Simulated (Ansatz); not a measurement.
# BClH₆OSi₂: one species, many methods

The task here is to estimate one member of a computed series from the others.

Computed with Ansatz 0.2.0, Gaussian basis. Level: functionals in def2-TZVPP, the program's frozen cores in correlated methods.

The runs, in order: PBE-D4, r2SCAN-D4, PBE0-D4, B3LYP-D4, ωB97X-V, ωB97M-V, B2PLYP; CCSD(T)/def2-TZVPP; MP2/def2-QZVPP; extrapolation to the limit.

## The relaxed structure

All runs share one geometry, relaxed beforehand with PBE0-D4 in a triple-zeta def2 set.

SMILES `BO[SiH]([SiH3])Cl`, 11 atoms, charge 0, spin multiplicity 1.

Atoms are counted from 1 here; the program's logs count them from 0.

Bond lengths: B1–O2 1.352 Å, B1–H6 1.197 Å, B1–H7 1.203 Å, O2–Si3 1.654 Å, Si3–Si4 2.336 Å, Si3–Cl5 2.054 Å, Si3–H8 1.485 Å, Si4–H9 1.487 Å, Si4–H10 1.485 Å, Si4–H11 1.486 Å. Angles: O2–B1–H6 117.9°, O2–B1–H7 119.8°, H6–B1–H7 122.3°, B1–O2–Si3 130.9°, O2–Si3–Si4 108.8°, O2–Si3–Cl5 108.1°, O2–Si3–H8 109.1°, Si4–Si3–Cl5 108.7°, Si4–Si3–H8 115.0°, Cl5–Si3–H8 107.0°, Si3–Si4–H9 109.7°, Si3–Si4–H10 109.3°, Si3–Si4–H11 108.8°, H9–Si4–H10 109.8°, H9–Si4–H11 109.3°, H10–Si4–H11 109.8°.

Set-up of the first run:

in.yaml reads:

```yaml
crystal:
  periodic: [false, false, false]
  atoms:
    - {symbol: B, position_ang: [-1.946479, 1.483685, 0.206588]}
    - {symbol: O, position_ang: [-0.751886, 0.906955, 0.467217]}
    - {symbol: Si, position_ang: [0.383198, 0.262643, -0.548325]}
    - {symbol: Si, position_ang: [1.267322, -1.662236, 0.436366]}
    - {symbol: Cl, position_ang: [1.891023, 1.639472, -0.774256]}
    - {symbol: H, position_ang: [-2.589256, 1.884507, 1.133669]}
    - {symbol: H, position_ang: [-2.332785, 1.572878, -0.928934]}
    - {symbol: H, position_ang: [-0.222986, 0.059694, -1.888200]}
    - {symbol: H, position_ang: [0.185130, -2.659507, 0.650521]}
    - {symbol: H, position_ang: [1.888605, -1.308034, 1.737806]}
    - {symbol: H, position_ang: [2.293413, -2.237060, -0.471952]}
basis:
  gaussian: {orbitals: def2-TZVPP}
hamiltonian: {xc: pbe, dispersion: d4}
output: {forces: true, orbitals: {seedname: orbitals}}
```

The run is started by

```console
> ansatz run in.yaml --threads 4 --pin off --events-out ev --progress --plain --max-ram 10444MiB
```

Among the steps run: PBE-D4 (GGA); r2SCAN-D4 (meta-GGA); PBE0-D4 (hybrid); B3LYP-D4 (hybrid); ωB97X-V (range-separated); ωB97M-V (range-separated); B2PLYP (double hybrid); CCSD(T) in def2-TZVPP; MP2 in def2-QZVPP.

One of the session's tables, all rows but one given; the rest of the session is left out.

```
            method  atomisation energy (kJ/mol)
            PBE-D4                       3732.5
         r2SCAN-D4                       3748.6
           PBE0-D4                       3703.4
          B3LYP-D4                       3729.0
           ωB97X-V                       3761.1
           ωB97M-V                            ?
            B2PLYP                       3688.2
     HF/def2-TZVPP                       2867.4
    MP2/def2-TZVPP                       3682.3
   CCSD/def2-TZVPP                       3593.8
CCSD(T)/def2-TZVPP                       3636.8
           MP2/CBS                       3782.5
       CCSD(T)/CBS                       3736.9
```

**Question.** Estimate the row for ωB97M-V.

**Answer.** atomisation energy (kJ/mol): 3747.5. In the column «atomisation energy (kJ/mol)» it lies between CCSD(T)/CBS (3736.9) and r2SCAN-D4 (3748.6).

Caveats from the session: Free atoms (1 B, 1 O, 2 Si, 1 Cl, 6 H) were run apart at each level; the atomisation energy is their sum less the molecule, without zero-point or spin-orbit terms.
